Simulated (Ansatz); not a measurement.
# CH₄O₃Si: trial inputs and their diagnosis

3 inputs were typed for CH₄O₃Si. Each is run as it stands; the log then has to tell whether the result can be used.

The runs use Ansatz 0.2.0, Gaussian basis; the settings change from run to run.

**1. The relaxed structure**

An earlier PBE0-D4 in a triple-zeta def2 set relaxation fixed the geometry.

SMILES `O[SiH]1OCO1`, 9 atoms, charge 0, spin multiplicity 1.

Atoms are counted from 1 here; the program's logs count them from 0.

Bond lengths: O1–Si2 1.619 Å, O1–H6 0.959 Å, Si2–O3 1.664 Å, Si2–O5 1.664 Å, Si2–H7 1.470 Å, O3–C4 1.428 Å, C4–O5 1.428 Å, C4–H8 1.095 Å, C4–H9 1.094 Å. Angles: Si2–O1–H6 118.7°, O1–Si2–O3 117.8°, O1–Si2–O5 117.8°, O1–Si2–H7 104.3°, O3–Si2–O5 82.9°, O3–Si2–H7 116.9°, O5–Si2–H7 116.9°, Si2–O3–C4 88.0°, O3–C4–O5 101.0°, O3–C4–H8 111.2°, O3–C4–H9 111.0°, O5–C4–H8 111.2°, O5–C4–H9 111.0°, H8–C4–H9 111.0°, Si2–O5–C4 88.0°.

**2. Input 1**

Contents of in.yaml:

```yaml
crystal:
  periodic: [false, false, false]
  atoms:
    - {symbol: O, position_ang: [1.147612, -1.571389, 0.887848]}
    - {symbol: Si, position_ang: [-0.132921, -0.848714, 0.209934]}
    - {symbol: O, position_ang: [-0.591318, 0.637147, 0.803086]}
    - {symbol: C, position_ang: [-0.357300, 1.174506, -0.498672]}
    - {symbol: O, position_ang: [0.113868, 0.017455, -1.189562]}
    - {symbol: H, position_ang: [1.951045, -1.062276, 1.013844]}
    - {symbol: H, position_ang: [-1.162957, -1.896740, 0.171337]}
    - {symbol: H, position_ang: [0.406213, 1.958369, -0.472243]}
    - {symbol: H, position_ang: [-1.285842, 1.545242, -0.942573]}
basis:
  gaussian: {orbitals: "6-31++G**", final_grid: {core_spheres: 1, valence_spheres: 1, degree: 1}}
hamiltonian: {xc: {name: r2SCAN}}
```

Started as:

```sh
$ ansatz run in.yaml --threads 2 --pin off --events-out ev --progress --plain --max-ram 4352MiB
```

The log of the run:

```text
Functional definition: r2SCAN
  name "r2SCAN"
  cite "Furness, Kaplan, Ning, Perdew & Sun, J. Phys. Chem. Lett. 11, 8208 (2020) doi:10.1021/acs.jpclett.0c02405"
  cite "Furness, Kaplan, Ning, Perdew & Sun, J. Phys. Chem. Lett. 11, 9248 (2020) doi:10.1021/acs.jpclett.0c03077"
  parent r2scan
  parameter k0 = 0.174
  parameter k1 = 0.065
  parameter a1 = 4.9479
  exchange = r2scan_x(k0 = k0, k1 = k1, a1 = a1)
  correlation = r2scan_c
1137 factors; their error is unknown
mean field evaluation 1: about -15107.5248 eV, gradient 8.0e1 eV
mean field evaluation 2: about -15083.6472 eV, gradient 1.4e2 eV
mean field evaluation 4: about -15118.8239 eV, gradient 5.9e0 eV
mean field evaluation 8: about -15067.9686 eV, gradient 1.3e2 eV
mean field evaluation 16: about -15136.7929 eV, gradient 4.7e0 eV
mean field evaluation 32: about -15136.8882 eV, gradient 1.5e-3 eV
a density is far from that of the atoms, so the factors are made again for it
1265 factors; integrals over basis functions are off by at most 9.0e-4 eV
mean field -15136.88649501 eV, -556.2703185415 hartree, gradient 2.1e-5 eV, S^2 0.000000; 0 other end points of the search recorded, 0 dependent functions left out
reference -15136.88650953 eV, -556.2703190749 hartree; 24, 24 occupied and 99, 99 virtual orbitals, 1265 factors
Total energy: -15136.88650953 eV, -556.2703190749 hartree
```

Run time: 12 s. Hardware: 2 threads of Intel Xeon Platinum 8259CL at 2.50GHz, shared host.

What is wrong: The run converged, but a converged run isn't a right one. The integration grid is far too coarse. Its energy carries the error of the grid. Fix: drop final_grid and take the default grid.

**3. Input 2**

Contents of in.yaml:

```yaml
crystal:
  periodic: [false, false, false]
  atoms:
    - {symbol: O, position_ang: [1.147612, -1.571389, 0.887848]}
    - {symbol: Si, position_ang: [-0.132921, -0.848714, 0.209934]}
    - {symbol: O, position_ang: [-0.591318, 0.637147, 0.803086]}
    - {symbol: C, position_ang: [-0.357300, 1.174506, -0.498672]}
    - {symbol: O, position_ang: [0.113868, 0.017455, -1.189562]}
    - {symbol: H, position_ang: [1.951045, -1.062276, 1.013844]}
    - {symbol: H, position_ang: [-1.162957, -1.896740, 0.171337]}
    - {symbol: H, position_ang: [0.406213, 1.958369, -0.472243]}
    - {symbol: H, position_ang: [-1.285842, 1.545242, -0.942573]}
basis:
  gaussian: {orbitals: x2c-TZVPPall}
hamiltonian: {xc: {name: B3LYP5}}
scf: {max_iter: 3}
output: {forces: true}
```

Launched as before.

The log of the run:

```text
Error: invalid value for `basis.gaussian`: such a run doesn't read scf.max_iter; remove what it names
```

It took 0.05 s on 2 threads of Intel Xeon Platinum 8259CL at 2.50GHz, shared host.

Diagnosis: The program refused the input. The input holds a key that doesn't belong there. To mend it, remove the key, or spell it as the input reference has it.

**4. Input 3**

Contents of in.yaml:

```yaml
crystal:
  periodic: [false, false, false]
  atoms:
    - {symbol: O, position_ang: [2.168673, -2.969497, 1.677790]}
    - {symbol: Si, position_ang: [-0.251185, -1.603837, 0.396718]}
    - {symbol: O, position_ang: [-1.117430, 1.204034, 1.517614]}
    - {symbol: C, position_ang: [-0.675200, 2.219496, -0.942354]}
    - {symbol: O, position_ang: [0.215179, 0.032985, -2.247946]}
    - {symbol: H, position_ang: [3.686942, -2.007411, 1.915888]}
    - {symbol: H, position_ang: [-2.197671, -3.584321, 0.323780]}
    - {symbol: H, position_ang: [0.767632, 3.700783, -0.892410]}
    - {symbol: H, position_ang: [-2.429891, 2.920085, -1.781205]}
basis:
  gaussian: {orbitals: def2-SVPD}
magnetization: {spin_polarized: true, initial_magnetization: 2}
hamiltonian: {xc: {name: wB97X}}
scf: {lower_state_search: light}
output: {forces: true}
```

The command is unchanged.

The log of the run:

```text
Functional definition: wB97X
  name "wB97X"
  cite "Chai & Head-Gordon, J. Chem. Phys. 128, 084106 (2008) doi:10.1063/1.2834918"
  cite "Becke, J. Chem. Phys. 107, 8554 (1997) doi:10.1063/1.475007"
  parameter omega = 0.3/bohr
  parameter cx = 0.157706
  parameter cx1 = 0.726479
  parameter cx2 = 1.04760
  parameter cx3 = -5.70635
  parameter cx4 = 13.2794
  parameter css1 = -4.33879
  parameter css2 = 18.2308
  parameter css3 = -31.7430
  parameter css4 = 17.2901
  parameter cos1 = 2.37031
  parameter cos2 = -11.3995
  parameter cos3 = 6.58405
  parameter cos4 = -3.78132
  # The coefficients of nought are those of the uniform gas.
  exchange = spin_sum(e_x_unif_sr(omega)*poly(b97_u_x, 1 - cx, cx1, cx2, cx3, cx4)) + cx*exact_x_sr(omega)
      + exact_x_lr(omega)
  correlation = spin_sum(e_c_pw_same_spin*poly(b97_u_same, 1, css1, css2, css3, css4))
      + integral(e_c_pw_opposite_spin*poly(b97_u_opposite, 1, cos1, cos2, cos3, cos4))
1217 factors; their error is unknown
511 factors; integrals over basis functions are off by at most 2.4e-5 eV
mean field evaluation 1: about -15009.5189 eV, gradient 9.7e1 eV
mean field evaluation 2: about -14421.6053 eV, gradient 2.2e2 eV
mean field evaluation 4: about -14813.5188 eV, gradient 1.3e2 eV
mean field evaluation 8: about -15075.0182 eV, gradient 5.5e0 eV
mean field evaluation 16: about -15075.9319 eV, gradient 1.9e0 eV
mean field evaluation 32: about -15078.3726 eV, gradient 1.3e-3 eV
Error: SIGTERM received: run cancelled behind 37 evaluations of the mean field
```

It took 92 s on 2 threads of Intel Xeon Platinum 8259CL at 2.50GHz, shared host.

What is wrong: Time ran out. The coordinates are in bohr but typed as ångström. The shortest distance is 1.81 Å (O1–H6), against 0.96 Å in the relaxed molecule. It also asks for charge 0 and multiplicity 3, another species or state than the molecule above. Cure: take the coordinates from the file in ångström, and set charge and spin to those of the species named.

**5. How the tries ended**

| input | level | ended | cause | time |
| --- | --- | --- | --- | --- |
| 1 | r2SCAN/6-31++G** | converged | the integration grid is far too coarse | 12 s |
| 2 | B3LYP5/x2c-TZVPPall | refused | the input holds a key that doesn't belong there | 0.05 s |
| 3 | wB97X/def2-SVPD | timeout | the coordinates are in bohr but typed as ångström | 92 s |

**Reading.** 1 converged, 1 refused, 1 timeout. A refusal costs next to no computing time. The dangerous case is the input that converges on a wrong geometry, charge, spin, basis or grid: often only a look at the input shows it.
